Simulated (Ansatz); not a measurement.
# C₈H₈O: basis-set convergence

An exercise on one series of results from a longer session: the logs are not shown, and one member is left open.

Program: Ansatz 0.2.0, Gaussian basis. Level of theory: one geometry, several basis sets. These are calculated values, not measurements.

Plan: PBE0-D4/def2-SVP; ωB97M-V/def2-SVP; PBE0-D4/def2-QZVPP; ωB97M-V/def2-QZVPP; the functionals' def2-TZVPP values are taken from earlier runs.

## The relaxed structure

The geometry comes from an earlier relaxation with PBE0-D4 in a triple-zeta def2 set; it is a stationary point, not always the lowest conformer.

SMILES `CC(=O)c1ccccc1`, 17 atoms, charge 0, spin multiplicity 1.

Atoms are counted from 1 here; the program's logs count them from 0.

Bond lengths: C1–C2 1.506 Å, C1–H10 1.093 Å, C1–H11 1.093 Å, C1–H12 1.088 Å, C2–O3 1.210 Å, C2–C4 1.492 Å, C4–C5 1.393 Å, C4–C9 1.394 Å, C5–C6 1.386 Å, C5–H13 1.083 Å, C6–C7 1.387 Å, C6–H14 1.084 Å, C7–C8 1.389 Å, C7–H15 1.084 Å, C8–C9 1.382 Å, C8–H16 1.084 Å, C9–H17 1.083 Å. Angles: C2–C1–H10 110.8°, C2–C1–H11 110.8°, C2–C1–H12 108.8°, H10–C1–H11 107.3°, H10–C1–H12 109.6°, H11–C1–H12 109.5°, C1–C2–O3 120.8°, C1–C2–C4 118.5°, O3–C2–C4 120.7°, C2–C4–C5 122.4°, C2–C4–C9 118.3°, C5–C4–C9 119.3°, C4–C5–C6 120.4°, C4–C5–H13 120.3°, C6–C5–H13 119.4°, C5–C6–C7 119.9°, C5–C6–H14 119.9°, C7–C6–H14 120.1° and more.

Set-up of the first run:

Contents of in.yaml:

```yaml
crystal:
  periodic: [false, false, false]
  atoms:
    - {symbol: C, position_ang: [2.422991, -0.679555, -0.991280]}
    - {symbol: C, position_ang: [1.604527, -0.759311, 0.269991]}
    - {symbol: O, position_ang: [2.051870, -1.278011, 1.267625]}
    - {symbol: C, position_ang: [0.228340, -0.183066, 0.263412]}
    - {symbol: C, position_ang: [-0.324449, 0.417154, -0.865051]}
    - {symbol: C, position_ang: [-1.607934, 0.938500, -0.823590]}
    - {symbol: C, position_ang: [-2.347760, 0.863881, 0.346678]}
    - {symbol: C, position_ang: [-1.803234, 0.266848, 1.477001]}
    - {symbol: C, position_ang: [-0.523331, -0.253237, 1.434951]}
    - {symbol: H, position_ang: [2.563040, 0.360416, -1.297372]}
    - {symbol: H, position_ang: [1.920544, -1.195856, -1.813455]}
    - {symbol: H, position_ang: [3.392096, -1.139674, -0.811015]}
    - {symbol: H, position_ang: [0.245116, 0.480723, -1.784284]}
    - {symbol: H, position_ang: [-2.031563, 1.403842, -1.705964]}
    - {symbol: H, position_ang: [-3.351666, 1.271871, 0.379171]}
    - {symbol: H, position_ang: [-2.382030, 0.208953, 2.391591]}
    - {symbol: H, position_ang: [-0.075558, -0.723881, 2.301893]}
basis:
  gaussian: {orbitals: def2-SVP}
hamiltonian: {xc: pbe0, dispersion: d4}
output: {orbitals: {seedname: orbitals}}
```

Command:

```console
$ ansatz run in.yaml --threads 2 --pin off --events-out ev --progress --plain --max-ram 32768MiB --backend cpu
```

Steps of the session up to this table: PBE0-D4 in def2-SVP; ωB97M-V in def2-SVP; PBE0-D4 in def2-QZVPP; ωB97M-V in def2-QZVPP.

One table of the session follows, with a row left open; its other results are not shown here.

It belongs to the step «Functionals by basis». 

| functional | basis | HOMO (eV) |
| --- | --- | --- |
| PBE0-D4 | def2-SVP | -7.22 |
| PBE0-D4 | def2-TZVPP | -7.32 |
| PBE0-D4 | def2-QZVPP | -7.34 |
| ωB97M-V | def2-SVP | -9.59 |
| ωB97M-V | def2-TZVPP | ? |
| ωB97M-V | def2-QZVPP | -9.65 |

Q: Estimate the row for ωB97M-V, def2-TZVPP from the others.

As computed: HOMO (eV): -9.64. In the column «HOMO (eV)» it lies between ωB97M-V, def2-QZVPP (-9.65) and ωB97M-V, def2-SVP (-9.59).
